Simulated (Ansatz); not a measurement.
Write a Python script for Ansatz 0.2.0 through its Python package that makes a convergence test of the k-point mesh of LiGaIr, space group P6_3/mmc. Settings (first run): PBEsol, PAW, the default cutoff (420 eV here), 2×2×2 k-points, cold smearing of 0.1 eV. The script varies mesh: (2, 2, 2), (3, 3, 2), (4, 4, 3), (5, 5, 4), (6, 6, 4), (8, 8, 5).

```
Li Ga Ir
1.0
     4.04061    0.00000    0.00000
    -2.02031    3.49927    0.00000
     0.00000    0.00000    5.44530
Li Ga Ir
2 2 2
Direct
  0.33333 0.66667 0.75000
  0.66667 0.33333 0.25000
  0.33333 0.66667 0.25000
  0.66667 0.33333 0.75000
  0.00000 0.00000 0.00000
  0.00000 0.00000 0.50000
```

The script, `run_kconv.py`:
```python
"""Convergence of LiGaIr with the k-point mesh."""

import csv

import ansatz as az


def main() -> None:
    structure = (
        az.Lattice.from_parameters(4.040611, 4.040611, 5.445298, alpha=90.0, beta=90.0, gamma=120.0)
        .atom("Li", (1 / 3, 2 / 3, 0.75))
        .atom("Li", (2 / 3, 1 / 3, 0.25))
        .atom("Ga", (1 / 3, 2 / 3, 0.25))
        .atom("Ga", (2 / 3, 1 / 3, 0.75))
        .atom("Ir", (0.0, 0.0, 0.0))
        .atom("Ir", (0.0, 0.0, 0.5))
    )

    calculation = (
        structure.calculation()
        .functional(az.Functional.PBESOL)
        .occupations("cold", width=100 * az.meV)
        .scf(tolerance=1e-10)
        .stress()
    )

    rows = []
    for value in [(2, 2, 2), (3, 3, 2), (4, 4, 3), (5, 5, 4), (6, 6, 4), (8, 8, 5)]:
        summary = calculation.kpoints(*value).run(threads=1).report
        rows.append((value, summary["free_energy_ev"] / len(summary["lattice"]["sites"]), summary["n_iterations"], sum(summary["stress_gpa"][i][i] for i in range(3)) / 3, summary["n_kpoints"]))

    with open("kconv.csv", "w", newline="") as handle:
        writer = csv.writer(handle)
        writer.writerow(["mesh", "F/atom (eV)", "iterations", "P (GPa)", "k-points"])
        writer.writerows([round(v, 5) if isinstance(v, float) else v for v in row] for row in rows)

    # the last row is the reference
    for row in rows[:-1]:
        shift = 1000 * (row[1] - rows[-1][1])
        print(f"{row[0]}: {shift:+.2f} meV/atom" + ("  (within 2 meV)" if abs(shift) < 2 else ""))


if __name__ == "__main__":
    main()
```

```console
$ python run_kconv.py
DeckWarning: basis.ecutwfc = 420 eV, auto-derived from the records' recommended cutoffs: set by Li (normal level)
(2, 2, 2): +30.69 meV/atom
(3, 3, 2): +78.95 meV/atom
(4, 4, 3): -11.12 meV/atom
(5, 5, 4): +9.61 meV/atom
(6, 6, 4): -0.52 meV/atom  (within 2 meV)
```
(Warnings from the package without file and line.)

File `kconv.csv` afterwards:
```csv
mesh,F/atom (eV),iterations,P (GPa),k-points
"(2, 2, 2)",-5248.79095,10,-4.33347,4
"(3, 3, 2)",-5248.74269,9,-1.27361,6
"(4, 4, 3)",-5248.83276,9,-2.34882,8
"(5, 5, 4)",-5248.81203,9,-2.06259,15
"(6, 6, 4)",-5248.82216,8,-2.15509,21
"(8, 8, 5)",-5248.82164,8,-2.29495,30
```

From 6×6×4 on it stays within 2 meV an atom of the value at 8×8×5; the first row (2×2×2) is off by 30.7 meV and the last but one by 0.52 meV. That rests on few rows after larger swings, so the series isn't shown to be converged. It goes up and down, since the sum over k-points isn't variational. The pressure moves from -4.33 to -2.29 GPa.

Reading the output:
- The run is spin-unpolarised.
- Pressure is positive in compression.
- Spin-orbit coupling, which matters for elements this heavy, is left out.
- This cell is a computed structure, which may not be the phase found in nature.
- Shifts are counted from the finest mesh, which is itself no proven limit.
- Timing: 17 s on 1 thread of Arm Neoverse V1, on a shared host, peak memory 0.45 GiB.
